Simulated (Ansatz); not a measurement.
# AlO2: the cost of one run

Program: Ansatz 0.2.0. Level of theory: DFT PBE, scalar-relativistic, plane waves, PAW. These are calculated values, not measurements.

### Step 1. Starting point

Symmetry: Pnma, No. 62, orthorhombic system. Conventional cell: a = 9.440 Å, b = 2.840 Å, c = 4.420 Å, α = 90.00°, β = 90.00°, γ = 90.00°. Around Al (site symmetry m) lie 6 O at 1.84 to 2.02 Å. Around O (site symmetry m) lie 3 Al at 1.84 to 1.86 Å. O (site symmetry m) has 3 Al at 1.98 to 2.02 Å as nearest neighbours.

Structure file:

```
Al O
1.0
     9.44000    0.00000    0.00000
     0.00000    5.68000    0.00000
     0.00000    0.00000    8.84000
Al O
16 32
Direct
  0.14600 0.12500 0.47600
  0.14600 0.12500 0.97600
  0.14600 0.62500 0.47600
  0.14600 0.62500 0.97600
  0.85400 0.37500 0.02400
  0.85400 0.37500 0.52400
  0.85400 0.87500 0.02400
  0.85400 0.87500 0.52400
  0.35400 0.37500 0.22600
  0.35400 0.37500 0.72600
  0.35400 0.87500 0.22600
  0.35400 0.87500 0.72600
  0.64600 0.12500 0.27400
  0.64600 0.12500 0.77400
  0.64600 0.62500 0.27400
  0.64600 0.62500 0.77400
  0.80100 0.12500 0.14350
  0.80100 0.12500 0.64350
  0.80100 0.62500 0.14350
  0.80100 0.62500 0.64350
  0.19900 0.37500 0.35650
  0.19900 0.37500 0.85650
  0.19900 0.87500 0.35650
  0.19900 0.87500 0.85650
  0.69900 0.37500 0.39350
  0.69900 0.37500 0.89350
  0.69900 0.87500 0.39350
  0.69900 0.87500 0.89350
  0.30100 0.12500 0.10650
  0.30100 0.12500 0.60650
  0.30100 0.62500 0.10650
  0.30100 0.62500 0.60650
  0.94400 0.12500 0.40100
  0.94400 0.12500 0.90100
  0.94400 0.62500 0.40100
  0.94400 0.62500 0.90100
  0.05600 0.37500 0.09900
  0.05600 0.37500 0.59900
  0.05600 0.87500 0.09900
  0.05600 0.87500 0.59900
  0.55600 0.37500 0.15100
  0.55600 0.37500 0.65100
  0.55600 0.87500 0.15100
  0.55600 0.87500 0.65100
  0.44400 0.12500 0.34900
  0.44400 0.12500 0.84900
  0.44400 0.62500 0.34900
  0.44400 0.62500 0.84900
```

The runs take a perfect supercell of 48 atoms; the defect goes to fractional position (0.801, 0.125, 0.143).

### Step 2. The perfect supercell

Input file input.yaml:

```yaml
crystal:
  lattice:
    - [9.44, 0.0, 0.0]
    - [0.0, 5.68, 0.0]
    - [0.0, 0.0, 8.84]
  atoms:
    - { symbol: Al, position: [0.146, 0.125, 0.476] }
    - { symbol: Al, position: [0.146, 0.125, 0.976] }
    - { symbol: Al, position: [0.146, 0.625, 0.476] }
    - { symbol: Al, position: [0.146, 0.625, 0.976] }
    - { symbol: Al, position: [0.854, 0.375, 0.024] }
    - { symbol: Al, position: [0.854, 0.375, 0.524] }
    - { symbol: Al, position: [0.854, 0.875, 0.024] }
    - { symbol: Al, position: [0.854, 0.875, 0.524] }
    - { symbol: Al, position: [0.354, 0.375, 0.226] }
    - { symbol: Al, position: [0.354, 0.375, 0.726] }
    - { symbol: Al, position: [0.354, 0.875, 0.226] }
    - { symbol: Al, position: [0.354, 0.875, 0.726] }
    - { symbol: Al, position: [0.646, 0.125, 0.274] }
    - { symbol: Al, position: [0.646, 0.125, 0.774] }
    - { symbol: Al, position: [0.646, 0.625, 0.274] }
    - { symbol: Al, position: [0.646, 0.625, 0.774] }
    - { symbol: O, position: [0.801, 0.125, 0.1435] }
    - { symbol: O, position: [0.801, 0.125, 0.6435] }
    - { symbol: O, position: [0.801, 0.625, 0.1435] }
    - { symbol: O, position: [0.801, 0.625, 0.6435] }
    - { symbol: O, position: [0.199, 0.375, 0.3565] }
    - { symbol: O, position: [0.199, 0.375, 0.8565] }
    - { symbol: O, position: [0.199, 0.875, 0.3565] }
    - { symbol: O, position: [0.199, 0.875, 0.8565] }
    - { symbol: O, position: [0.699, 0.375, 0.3935] }
    - { symbol: O, position: [0.699, 0.375, 0.8935] }
    - { symbol: O, position: [0.699, 0.875, 0.3935] }
    - { symbol: O, position: [0.699, 0.875, 0.8935] }
    - { symbol: O, position: [0.301, 0.125, 0.1065] }
    - { symbol: O, position: [0.301, 0.125, 0.6065] }
    - { symbol: O, position: [0.301, 0.625, 0.1065] }
    - { symbol: O, position: [0.301, 0.625, 0.6065] }
    - { symbol: O, position: [0.944, 0.125, 0.401] }
    - { symbol: O, position: [0.944, 0.125, 0.901] }
    - { symbol: O, position: [0.944, 0.625, 0.401] }
    - { symbol: O, position: [0.944, 0.625, 0.901] }
    - { symbol: O, position: [0.056, 0.375, 0.099] }
    - { symbol: O, position: [0.056, 0.375, 0.599] }
    - { symbol: O, position: [0.056, 0.875, 0.099] }
    - { symbol: O, position: [0.056, 0.875, 0.599] }
    - { symbol: O, position: [0.556, 0.375, 0.151] }
    - { symbol: O, position: [0.556, 0.375, 0.651] }
    - { symbol: O, position: [0.556, 0.875, 0.151] }
    - { symbol: O, position: [0.556, 0.875, 0.651] }
    - { symbol: O, position: [0.444, 0.125, 0.349] }
    - { symbol: O, position: [0.444, 0.125, 0.849] }
    - { symbol: O, position: [0.444, 0.625, 0.349] }
    - { symbol: O, position: [0.444, 0.625, 0.849] }
basis:
  ecutwfc: 420
  fft_grid_basis: typed
kpoints:
  mp_grid: { grid: [1, 2, 2] }
hamiltonian:
  xc: pbe
scf:
  occupations: { method: gaussian, width: 0.05 }
output:
  forces: true
  stress: false
  eigenvalues: true
  bader: false
  write_density: true
  volumetric_format: npy
```

The run is started by

```console
$ ansatz run input.yaml --threads 4 --pin off --max-ram 10240MiB --backend cpu --events-out ev --progress --plain --runs-dir out
```

**Question.** How long does this run take on 4 threads of Intel Xeon 6975P-C (Granite Rapids), shared host, and how much memory does it need?

About 3 s, with a peak of 1.6 GiB.
